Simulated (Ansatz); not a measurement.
# Ga2H2F4: one species, many methods

How much do the methods differ for Ga2H2F4? The plan is to run it at one geometry with functionals of several rungs and with coupled cluster. The yardstick is the atomisation energy at the CCSD(T) limit.

The runs use Ansatz 0.2.0, Gaussian basis; functionals in def2-TZVPP, the program's frozen cores in correlated methods.

Levels to be run: LDA (SPW92), PBE-D4, revPBE-D4, BLYP-D4, r2SCAN-D4, B97M-V, PBE0-D4, B3LYP-D4, r2SCANh-D4, r2SCAN0-D4, HSE06-D4, BHLYP-D4, CAM-B3LYP-D4, LC-ωPBE, ωB97X-V, ωB97M-V, B2PLYP, PBE-QIDH; CCSD(T)/def2-SVP; CCSD(T)/def2-TZVPP; MP2/def2-QZVPP; extrapolation to the limit; RPA on PBE.

## 1. The geometry

All runs share one geometry, relaxed beforehand with PBE0-D4 in a triple-zeta def2 set.

SMILES `[F][Ga@H-]1[F+][Ga@@H-]([F])[F+]1`, 8 atoms, charge 0, spin multiplicity 1.

Atoms are counted from 1 here; the program's logs count them from 0.

Bond lengths: F1–Ga2 1.736 Å, Ga2–F3 1.924 Å, Ga2–F6 1.924 Å, Ga2–H7 1.535 Å, F3–Ga4 1.924 Å, Ga4–F5 1.736 Å, Ga4–F6 1.924 Å, Ga4–H8 1.535 Å. Angles: F1–Ga2–F3 105.2°, F1–Ga2–F6 105.2°, F1–Ga2–H7 129.0°, F3–Ga2–F6 79.3°, F3–Ga2–H7 113.4°, F6–Ga2–H7 113.5°, Ga2–F3–Ga4 100.7°, F3–Ga4–F5 105.2°, F3–Ga4–F6 79.3°, F3–Ga4–H8 113.4°, F5–Ga4–F6 105.2°, F5–Ga4–H8 129.0°, F6–Ga4–H8 113.4°, Ga2–F6–Ga4 100.7°.

As a file:

```
F     2.1570   -1.3578    0.2819
Ga    1.3784    0.1763    0.5176
F     0.3524    0.4726   -1.0824
Ga   -1.4040   -0.0265   -0.4766
F    -1.6538   -1.6356   -1.0797
F    -0.3909   -0.2457    1.1439
H     1.9492    1.4664    1.1225
H    -2.3883    1.1502   -0.4272
```

## 2. LDA

This LDA is Slater exchange with PW92 correlation.

The input, in.yaml:

```yaml
crystal:
  periodic: [false, false, false]
  atoms:
    - {symbol: F, position_ang: [2.156956, -1.357817, 0.281869]}
    - {symbol: Ga, position_ang: [1.378424, 0.176315, 0.517603]}
    - {symbol: F, position_ang: [0.352411, 0.472590, -1.082399]}
    - {symbol: Ga, position_ang: [-1.403969, -0.026494, -0.476608]}
    - {symbol: F, position_ang: [-1.653753, -1.635559, -1.079744]}
    - {symbol: F, position_ang: [-0.390932, -0.245668, 1.143937]}
    - {symbol: H, position_ang: [1.949168, 1.466408, 1.122526]}
    - {symbol: H, position_ang: [-2.388306, 1.150225, -0.427194]}
basis:
  gaussian: {orbitals: def2-TZVPP}
hamiltonian: {xc: lda}
output: {orbitals: {seedname: orbitals}}
```

Launch:

```console
$ ansatz run in.yaml --threads 4 --pin off --events-out ev --progress --plain --max-ram 11315MiB
```

After this run come: PBE-D4 (GGA); revPBE-D4 (GGA); BLYP-D4 (GGA); r2SCAN-D4 (meta-GGA); B97M-V (meta-GGA); PBE0-D4 (hybrid); B3LYP-D4 (hybrid); r2SCANh-D4 (hybrid); r2SCAN0-D4 (hybrid); HSE06-D4 (hybrid); BHLYP-D4 (hybrid); CAM-B3LYP-D4 (range-separated); LC-ωPBE (range-separated); ωB97X-V (range-separated); ωB97M-V (range-separated); B2PLYP (double hybrid); PBE-QIDH (double hybrid); CCSD(T) in def2-SVP; CCSD(T) in def2-TZVPP; MP2 in def2-QZVPP; RPA on PBE orbitals.

Q: Predict the results of all the runs planned. Wanted: atomisation energy, CCSD(T)/CBS; farthest beyond LDA; mean size of error, GGA; mean size of error, meta-GGA; mean size of error, hybrid; mean size of error, range-separated; mean size of error, double hybrid; gap, smallest and largest; T1 diagnostic.

The runs gave:

| quantity | value |
| --- | --- |
| atomisation energy, CCSD(T)/CBS | 2688.0 kJ/mol |
| functionals within 26.9 kJ/mol (1.0 %) | PBE-D4, r2SCAN-D4, B97M-V, CAM-B3LYP-D4, LC-ωPBE, ωB97X-V |
| farthest beyond LDA | BHLYP-D4 (-177.4 kJ/mol) |
| mean size of error, GGA | 71.8 kJ/mol |
| mean size of error, meta-GGA | 13.3 kJ/mol |
| mean size of error, hybrid | 96.8 kJ/mol |
| mean size of error, range-separated | 22.5 kJ/mol |
| mean size of error, double hybrid | 53.8 kJ/mol |
| gap, smallest and largest | 6.77 eV (LDA (SPW92)), 14.63 eV (LC-ωPBE) |
| T1 diagnostic | 0.0137 |
| triples share of the correlation energy | 3.1 % |

**Reading.** LDA overbinds by 400.7 kJ/mol (15 %). PBE-D4 misses by -19.1 kJ/mol. Double hybrids carry the basis error of their MP2 part in triple zeta, and no dispersion term here, so their miss is partly the set-up's. The rungs meta-GGA, range-separated miss on average by less than the doubt on the reference (26.9 kJ/mol), so they tie. Misses under about 26.9 kJ/mol are within the doubt on the reference itself, which lacks core-valence correlation, relativity and higher excitations, and its outer-core shells are covered unevenly. Hartree-Fock recovers 72 % of the binding; the rest is correlation. CCSD(T) in def2-SVP is off by -124.3 kJ/mol, more than most functionals: a good method in a small basis is no reference. The gap grows from 6.8 to 14.6 eV across the functionals, mostly with the share of exact exchange. Correlated methods include outer-core shells of Ga, which these sets cover unevenly.
